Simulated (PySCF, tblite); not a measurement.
**C4H8Cl3FSi2: geometry, infrared bands and NMR shifts**

Aim: predict the infrared bands and NMR shifts of C4H8Cl3FSi2 (`F/C(=C\[SiH3])[Si@@H](Cl)CC(Cl)Cl`).

The runs use tblite 0.8.0 and PySCF 2.14.0, with density-fitted response routines of our own; the level of theory stands in each step. All values are computed, except where a source is named. Atoms are numbered from 0 throughout.

### Step 1. Starting geometry

18 atoms, charge 0, multiplicity 1; geometry from: force field or distance geometry start.

Bonds of the start (Å): F0–C1 1.36, C1–C2 1.35, C2–Si3 1.82, C1–Si4 1.84, Si4–Cl5 2.06, Si4–C6 1.85, C6–C7 1.52, C7–Cl8 1.78, C7–Cl9 1.80, C2–H10 1.09, Si3–H11 1.48, Si3–H12 1.50, Si3–H13 1.48, Si4–H14 1.49, C6–H15 1.11, C6–H16 1.09, C7–H17 1.09.

### Step 2. Geometry optimisation with GFN2-xTB

The job: settings as JSON, then the geometry in Å.

```
{"job": {"kind": "relax", "xc": "GFN2-xTB", "basis": "xTB"}, "charge": 0, "multiplicity": 1}
F      0.865800    -1.601600     0.377900
C      0.995000    -0.268900     0.122800
C      2.244500     0.217200    -0.042900
Si     3.792600    -0.731100    -0.009900
Si    -0.561800     0.705600     0.087000
Cl    -0.729000     1.239200    -1.897700
C     -2.053200    -0.284800     0.567000
C     -3.385200     0.439000     0.455000
Cl    -3.580800     1.680100     1.715400
Cl    -4.729400    -0.746300     0.628500
H      2.392100     1.273300    -0.249200
H      3.780000    -1.797500    -1.041700
H      3.972600    -1.349300     1.347700
H      4.933300     0.178900    -0.263500
H     -0.435200     1.969400     0.866000
H     -1.919800    -0.660300     1.605700
H     -2.066300    -1.171700    -0.072600
H     -3.523800     0.915000    -0.520400
```

On the command line:

```bash
$ OMP_NUM_THREADS=1 python probes_run.py task.json out
```

The driver reads the jobs from task.json and runs them one after another.

Log:

```text
step      E/eV     max force
  0    -938.36960    2.438
  1    -938.52647    1.874
  2    -938.57525    0.724
  3    -938.59636    0.407
  4    -938.61063    0.282
  5    -938.61889    0.241
  6    -938.62497    0.180
  7    -938.62741    0.121
  8    -938.62925    0.134
  9    -938.63175    0.156
 10    -938.63498    0.193
 11    -938.63816    0.145
 12    -938.64052    0.134
 13    -938.64208    0.132
 14    -938.64333    0.093
 15    -938.64444    0.076
 16    -938.64543    0.085
 17    -938.64656    0.107
 18    -938.64793    0.098
 19    -938.64932    0.085
 20    -938.65041    0.076
 21    -938.65120    0.067
 22    -938.65193    0.091
 23    -938.65271    0.100
 24    -938.65344    0.069
 25    -938.65399    0.061
 26    -938.65448    0.054
 27    -938.65510    0.075
 28    -938.65592    0.107
 29    -938.65689    0.117
 30    -938.65780    0.086
 31    -938.65856    0.072
 32    -938.65922    0.067
 33    -938.65991    0.079
 34    -938.66077    0.085
 35    -938.66169    0.075
 36    -938.66250    0.066
 37    -938.66317    0.066
 38    -938.66375    0.072
 39    -938.66434    0.060
 40    -938.66493    0.054
 41    -938.66543    0.048
 42    -938.66587    0.052
 43    -938.66632    0.064
 44    -938.66680    0.070
 45    -938.66722    0.047
 46    -938.66750    0.043
 47    -938.66770    0.030
 48    -938.66787    0.039
 49    -938.66805    0.036
 50    -938.66824    0.046
 51    -938.66844    0.045
 52    -938.66866    0.049
 53    -938.66891    0.046
 54    -938.66914    0.030
 55    -938.66932    0.039
 56    -938.66951    0.042
 57    -938.66971    0.055
 58    -938.66993    0.047
 59    -938.67012    0.030
 60    -938.67027    0.035
 61    -938.67037    0.027
 62    -938.67045    0.022
 63    -938.67053    0.025
 64    -938.67061    0.021
 65    -938.67070    0.032
 66    -938.67081    0.031
 67    -938.67093    0.028
 68    -938.67108    0.031
 69    -938.67125    0.041
 70    -938.67143    0.047
 71    -938.67156    0.029
 72    -938.67164    0.023
 73    -938.67172    0.022
 74    -938.67184    0.041
 75    -938.67200    0.048
 76    -938.67214    0.031
 77    -938.67223    0.021
 78    -938.67229    0.021
 79    -938.67238    0.035
 80    -938.67253    0.043
 81    -938.67272    0.034
 82    -938.67292    0.038
 83    -938.67313    0.041
 84    -938.67338    0.059
 85    -938.67365    0.055
 86    -938.67385    0.030
 87    -938.67395    0.030
 88    -938.67401    0.026
 89    -938.67408    0.032
 90    -938.67416    0.027
 91    -938.67424    0.026
 92    -938.67430    0.022
 93    -938.67434    0.025
 94    -938.67440    0.027
 95    -938.67445    0.021
 96    -938.67449    0.014
 97    -938.67452    0.014
 98    -938.67456    0.019
 99    -938.67461    0.024
100    -938.67467    0.022
101    -938.67475    0.019
102    -938.67481    0.014
103    -938.67486    0.014
104    -938.67490    0.013
105    -938.67495    0.018
106    -938.67504    0.024
107    -938.67516    0.024
108    -938.67526    0.024
109    -938.67533    0.024
110    -938.67538    0.020
111    -938.67545    0.021
112    -938.67552    0.020
113    -938.67559    0.020
114    -938.67563    0.016
115    -938.67567    0.014
116    -938.67574    0.020
117    -938.67583    0.022
118    -938.67592    0.016
119    -938.67598    0.014
120    -938.67601    0.011
121    -938.67603    0.011
122    -938.67605    0.009
```

Wall time 6.2 s (1 thread of Intel Xeon at 2.50GHz, shared host); peak memory 0.18 GiB.

Along the way: (not every step is listed)

| step | energy from step 0 (eV) | largest force (eV/Å) |
| --- | --- | --- |
| 0 | 0.0000 | 2.4378 |
| 1 | -0.1569 | 1.8739 |
| 2 | -0.2056 | 0.7235 |
| 3 | -0.2268 | 0.4074 |
| 4 | -0.2410 | 0.2818 |
| 5 | -0.2493 | 0.2408 |
| 6 | -0.2554 | 0.1800 |
| 7 | -0.2578 | 0.1213 |
| 8 | -0.2596 | 0.1339 |
| 18 | -0.2783 | 0.0984 |
| 28 | -0.2863 | 0.1069 |
| 38 | -0.2942 | 0.0716 |
| 48 | -0.2983 | 0.0387 |
| 58 | -0.3003 | 0.0468 |
| 68 | -0.3015 | 0.0313 |
| 78 | -0.3027 | 0.0213 |
| 88 | -0.3044 | 0.0256 |
| 98 | -0.3050 | 0.0193 |
| 108 | -0.3057 | 0.0243 |
| 117 | -0.3062 | 0.0222 |
| 118 | -0.3063 | 0.0163 |
| 119 | -0.3064 | 0.0142 |
| 120 | -0.3064 | 0.0107 |
| 121 | -0.3064 | 0.0114 |
| 122 | -0.3065 | 0.0090 |

Distances of close pairs at the start and the end, largest changes first:

| bond | before (Å) | after (Å) | change (Å) |
| --- | --- | --- | --- |
| C2–Si3 | 1.816 | 1.891 | +0.075 |
| C1–Si4 | 1.837 | 1.902 | +0.065 |
| Si4–C6 | 1.854 | 1.911 | +0.057 |
| Si4–Cl5 | 2.062 | 2.018 | -0.044 |
| Si3–H12 | 1.503 | 1.462 | -0.040 |
| Si4–H14 | 1.490 | 1.459 | -0.031 |
| C1–C2 | 1.351 | 1.327 | -0.024 |
| C6–H15 | 1.113 | 1.090 | -0.022 |

The next job starts from the end point, and lists it.

### Step 3. Harmonic vibrations with GFN2-xTB

The job: settings as JSON, then the geometry in Å.

```
{"job": {"kind": "ir", "xc": "GFN2-xTB", "basis": "xTB"}, "charge": 0, "multiplicity": 1}
F      0.852530    -1.437695     0.495044
C      1.033617    -0.117031     0.197251
C      2.268365     0.294342    -0.061164
Si     3.769928    -0.855031    -0.061901
Si    -0.568140     0.908081     0.203563
Cl    -0.863941     1.645778    -1.651549
C     -1.983708    -0.305193     0.623136
C     -3.339871     0.270986     0.313552
Cl    -3.580014     1.802058     1.186655
Cl    -4.642732    -0.861674     0.772507
H      2.380864     1.342155    -0.291635
H      3.582827    -1.859342    -1.108790
H      3.873290    -1.487536     1.252491
H      4.948618    -0.032266    -0.338037
H     -0.458150     2.012871     1.150641
H     -1.939873    -0.570413     1.679637
H     -1.870172    -1.234637     0.060760
H     -3.472197     0.490866    -0.747119
```

Log:

```text
mode    cm-1     km/mol
  1     -14.4      0.96
  2      20.5      0.10
  3      25.6      0.78
  4      44.2      0.29
  5      55.6      3.13
  6      76.5      2.27
  7     102.4      1.10
  8     140.9      2.27
  9     155.9      4.61
 10     195.2      4.28
 11     201.8      3.64
 12     263.6      6.34
 13     302.9      2.78
 14     374.9      6.46
 15     389.0     16.15
 16     440.1     18.71
 17     498.7     44.22
 18     531.7     66.60
 19     561.4     75.11
 20     612.7    115.49
 21     625.9     40.81
 22     654.5    158.67
 23     688.0     50.18
 24     746.4     95.65
 25     755.0     58.53
 26     770.7    153.73
 27     771.4     85.04
 28     776.3    110.46
 29     783.8    558.52
 30     806.6     75.57
 31     817.4     29.06
 32    1025.6    128.02
 33    1056.0     40.88
 34    1116.7     20.61
 35    1170.6     46.15
 36    1220.3     31.51
 37    1222.1     11.61
 38    1270.9     64.73
 39    1448.4      8.78
 40    1636.9     35.85
 41    2267.9    322.96
 42    2274.9    258.36
 43    2279.7    191.85
 44    2290.2    188.97
 45    2947.9      2.40
 46    2971.3      6.90
 47    3000.0      2.37
 48    3086.8     18.45
```

Run time: 5.2 s. Hardware: 1 thread of Intel Xeon at 2.50GHz, shared host; peak memory 0.18 GiB.

The strongest bands and the atoms that carry them (share of the mass-weighted mode):

| cm⁻¹ | km/mol | atoms |
| --- | --- | --- |
| 654 | 158.7 | H14 72 %, C7 13 % |
| 771 | 153.7 | H13 54 %, H12 19 %, H11 17 % |
| 784 | 558.5 | H13 31 %, H11 19 %, H12 18 %, Si3 17 % |
| 1026 | 128.0 | C1 49 %, H10 24 %, F0 22 % |
| 2268 | 323.0 | H13 96 % |
| 2275 | 258.4 | H11 89 % |
| 2280 | 191.8 | H12 90 % |
| 2290 | 189.0 | H14 96 % |

### Step 4. Nuclear shieldings: PBE0/pcSseg-1

Same as in step 3 but for these lines:

```diff
@@ -1,2 +1,2 @@
-{"job": {"kind": "ir", "xc": "GFN2-xTB", "basis": "xTB"}, "charge": 0, "multiplicity": 1}
+{"job": {"kind": "nmr", "xc": "PBE0", "basis": "pcSseg-1"}, "charge": 0, "multiplicity": 1}
 F      0.852530    -1.437695     0.495044
```

Level: GIAO PBE0/pcSseg-1 NMR shielding, non-relativistic, gas phase.

Log:

```text
coarse grid: 18512 points
cycle   1  E = -2215.4537612908  dE =  1.030e+00  |g| = 6.414e-01  |ddm| = 3.979e+00
cycle   2  E = -2215.3668097500  dE =  8.695e-02  |g| = 9.199e-01  |ddm| = 1.290e+00
cycle   3  E = -2215.5437554328  dE = -1.769e-01  |g| = 1.059e-01  |ddm| = 7.880e-01
cycle   4  E = -2215.5460434689  dE = -2.288e-03  |g| = 5.021e-02  |ddm| = 1.409e-01
cycle   5  E = -2215.5466128664  dE = -5.694e-04  |g| = 1.640e-02  |ddm| = 5.331e-02
cycle   6  E = -2215.5466639521  dE = -5.109e-05  |g| = 4.472e-03  |ddm| = 1.695e-02
cycle   7  E = -2215.5466683934  dE = -4.441e-06  |g| = 1.136e-03  |ddm| = 4.723e-03
final grid: 158504 points
cycle   8  E = -2215.6090912891  dE = -4.676e-05  |g| = 8.816e-03  |ddm| = 2.462e-02
cycle   9  E = -2215.6090769697  dE =  1.432e-05  |g| = 1.164e-02  |ddm| = 1.633e-02
cycle  10  E = -2215.6091076372  dE = -3.067e-05  |g| = 1.715e-03  |ddm| = 1.017e-02
cycle  11  E = -2215.6091081086  dE = -4.714e-07  |g| = 4.852e-04  |ddm| = 1.859e-03
cycle  12  E = -2215.6091081592  dE = -5.052e-08  |g| = 1.267e-04  |ddm| = 5.149e-04
cycle  13  E = -2215.6091081626  dE = -3.485e-09  |g| = 5.319e-05  |ddm| = 1.577e-04
cycle  14  E = -2215.6091081633  dE = -6.985e-10  |g| = 8.930e-06  |ddm| = 4.579e-05
converged SCF energy = -2215.6091081633

GIAO shielding tensors (ppm)
atom      isotropic    diamagn.    paramagn.     s11        s22        s33       span
  0 F      243.730     477.271    -233.540    119.277    251.935    359.979    240.702
  1 C       -1.590     258.612    -260.202   -127.703     56.574     66.359    194.062
  2 C       64.117     261.580    -197.463    -64.197     90.294    166.254    230.451
  3 Si     439.458     879.061    -439.603    428.891    429.938    459.544     30.653
  4 Si     362.872     879.550    -516.678    323.983    369.655    394.979     70.996
  5 Cl     975.884    1149.515    -173.631    923.477    993.455   1010.719     87.242
  6 C      149.055     253.957    -104.902    125.657    147.913    173.596     47.939
  7 C      101.845     240.506    -138.661     60.939    114.937    129.660     68.721
  8 Cl     658.919    1144.320    -485.402    397.197    598.727    980.832    583.635
  9 Cl     628.240    1142.805    -514.566    318.055    557.332   1009.333    691.278
 10 H       25.881      32.884      -7.003     22.470     24.208     30.966      8.497
 11 H       27.327      28.112      -0.785     23.622     26.324     32.034      8.412
 12 H       27.319      27.872      -0.554     23.588     26.344     32.024      8.436
 13 H       27.792      27.345       0.447     24.274     26.035     33.067      8.793
 14 H       26.235      28.234      -1.999     22.515     25.549     30.640      8.125
 15 H       29.593      30.462      -0.868     25.546     30.689     32.545      6.998
 16 H       29.583      32.321      -2.737     23.775     29.726     35.249     11.474
 17 H       25.584      26.294      -0.710     21.332     25.952     29.467      8.135
```

Wall time 2.5 min (1 thread of Intel Xeon at 2.50GHz, shared host); peak memory 1.1 GiB.

The references, computed at this level on geometries of the same kind, shield at (ppm): ¹H TMS 31.72, ¹³C TMS 186.9, ²⁹Si TMS 349.2, ¹⁹F CFCl3 170.9, ³⁵Cl HCl 950. Their shielding less the atom's gives the shift. The references are single molecules in the gas phase, so shifts against H2O, NH3, PH3, H3PO4 or CFCl3 are not on the usual liquid scales and can be off by tens of ppm. Atoms listed in one row are averaged.

| atoms | environment | σ (ppm) | δ (ppm) | δ scaled to CDCl3 |
| --- | --- | --- | --- | --- |
| C1 | fully substituted alkene carbon | -1.6 | 188.5 | 182.1 |
| C2 | alkene CH | 64.1 | 122.8 | 117.9 |
| C7 | sp3 CH bonded to 2 Cl | 101.8 | 85.1 | 81.1 |
| C6 | sp3 CH2 bonded to Si | 149.1 | 37.9 | 35.0 |
| H17 | hydrogen on an sp3 CH bonded to 2 Cl | 25.58 | 6.13 | 5.89 |
| H10 | hydrogen on an alkene CH | 25.88 | 5.84 | 5.61 |
| H14 | hydrogen on a silicon bonded to 2 C, Cl | 26.23 | 5.48 | – |
| H11, H12, H13 | hydrogen on a silicon bonded to C | 27.48 | 4.24 | – |
| H16 | hydrogen on an sp3 CH2 bonded to Si | 29.58 | 2.13 | 2.12 |
| H15 | hydrogen on an sp3 CH2 bonded to Si | 29.59 | 2.12 | 2.11 |
| F0 | vinylic fluorine | 243.7 | -72.8 | – |
| Si4 | silicon bonded to 2 C, Cl, H | 362.9 | -13.7 | – |
| Si3 | silicon bonded to C, 3 H | 439.5 | -90.3 | – |
| Cl9 | chlorine bonded to C | 628 | 322 | – |
| Cl8 | chlorine bonded to C | 659 | 291 | – |
| Cl5 | chlorine bonded to Si | 976 | -26 | – |

The scaled column applies a straight-line fit of computed shieldings to shifts measured in CDCl3, with any fitted terms for Cl, Br or S neighbours, and one for carbons that bear F (root-mean-square error 0.16 ppm for H, 1.9 ppm for C).

Charges from the same density, by scheme (e):

| atoms | Mulliken | IAO | Hirshfeld | ESP fit |
| --- | --- | --- | --- | --- |
| F0 | -0.29 | -0.28 | -0.08 | -0.20 |
| C1 | 0.00 | 0.02 | -0.01 | 0.24 |
| C2 | -0.46 | -0.46 | -0.16 | -0.47 |
| Si3 | 0.56 | 0.61 | 0.31 | 0.42 |
| Si4 | 0.86 | 0.92 | 0.36 | 0.20 |
| Cl5 | -0.30 | -0.30 | -0.10 | -0.15 |
| C6 | -0.47 | -0.55 | -0.18 | -0.06 |
| C7 | -0.25 | -0.08 | 0.04 | -0.41 |
| Cl8 | -0.07 | -0.07 | -0.03 | -0.02 |
| Cl9 | -0.06 | -0.08 | -0.06 | -0.05 |

Mayer bond orders: F0–C1 0.89, C1–C2 1.85, C2–Si3 0.86, C1–Si4 0.84, Si4–Cl5 1.01, Si4–C6 0.88, C6–C7 0.99, C7–Cl8 1.00, C7–Cl9 1.02.

### Step 5. Results

| quantity | value |
| --- | --- |
| strongest single infrared mode (GFN2-xTB) | 784 cm⁻¹, 559 km/mol |
| zero-point energy (GFN2-xTB) | 65.0 kcal/mol |
| ¹³C shifts against TMS (PBE0/pcSseg-1) | 188.5, 122.8, 85.1, 37.9 ppm |
| ¹H shifts against TMS (PBE0/pcSseg-1, means over atoms taken as alike) | 6.13, 5.84, 5.48, 4.24, 2.13, 2.12 ppm |
| ¹⁹F shifts against CFCl3 (PBE0/pcSseg-1) | -72.8 ppm |
| ²⁹Si shifts against TMS (PBE0/pcSseg-1) | -13.7, -90.3 ppm |
| ³⁵Cl shifts against HCl (PBE0/pcSseg-1) | 322, 291, -26 ppm |

In words: Relaxing lowered the energy by 0.306 eV in 122 steps; the close pair that moved most is C2–Si3, from 1.816 to 1.891 Å. The lowest mode is slightly imaginary (14i cm⁻¹), a soft motion within the noise of the Hessian, so the minimum is not strictly shown. The strongest single mode, at 784 cm⁻¹, has its largest shares on H13, H11, H12 and Si3 (the list is cut at 4 atoms). Unscaled tight-binding wavenumbers are off by several per cent, some by more. Its intensities can rank the bands wrongly. C7 stands next to heavy halogen, whose spin-orbit shielding this run leaves out, so the computed shift lies too far downfield, most of all for carbon beside Br or I. The most deshielded hydrogen is H17 (hydrogen on an sp3 CH bonded to 2 Cl), at 6.13 ppm: its carbon carries Cl, which withdraws density. At PBE0/pcSseg-1: Shielding is most anisotropic at Cl9 (span 691 ppm, paramagnetic term -515 ppm).
